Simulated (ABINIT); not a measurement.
The system is SnSe2.

```xyz
3
Lattice="3.8110 0.0000 0.0000 -1.9055 3.3004 0.0000 0.0000 0.0000 6.1360" Properties=species:S:1:pos:R:3 pbc="T T T"
Sn    0.0000    0.0000    0.0000
Se    1.9055    1.1001    4.6081
Se    0.0000    2.2003    1.5279
```

Base run:

| Item | Value |
| --- | --- |
| Program | ABINIT 10.8.3 (patched build) |
| Functional | SCAN |
| Potentials or basis | JTH PAW PBE v2.0 |
| Cutoff | 707 eV |
| k mesh | 8 × 8 × 5 |
| Occupations | fermi-dirac, width 0.05 eV |
| Spin | no spin polarisation |

Its results: band gap on the k mesh 1.04 eV, indirect (least direct gap 1.45 eV); pressure 3.1 GPa; largest force 0.872 eV/Å.

Problem. After a change of settings the same cell gave: band gap on the k mesh 0.79 eV, indirect (least direct gap 1.07 eV); pressure 5.3 GPa; largest force 0.794 eV/Å. Which change was it?
A. functional from SCAN to BLYP
B. functional from SCAN to RPBE
C. functional from SCAN to WC
D. functional from SCAN to PW91

Solution. D.

SCAN gives the wider gap, since meta-GGAs in the generalised Kohn-Sham scheme recover part of the derivative discontinuity.

Caveats: the PAW data sets were made with another functional, which shifts forces and pressure a little; spin-orbit coupling is left out, which moves the levels of the heavy elements; this functional lacks dispersion, which binds the layers, so the pressure and a relaxed spacing across them are unreliable (some runs).

Runs at the PBE level aren't shown here.
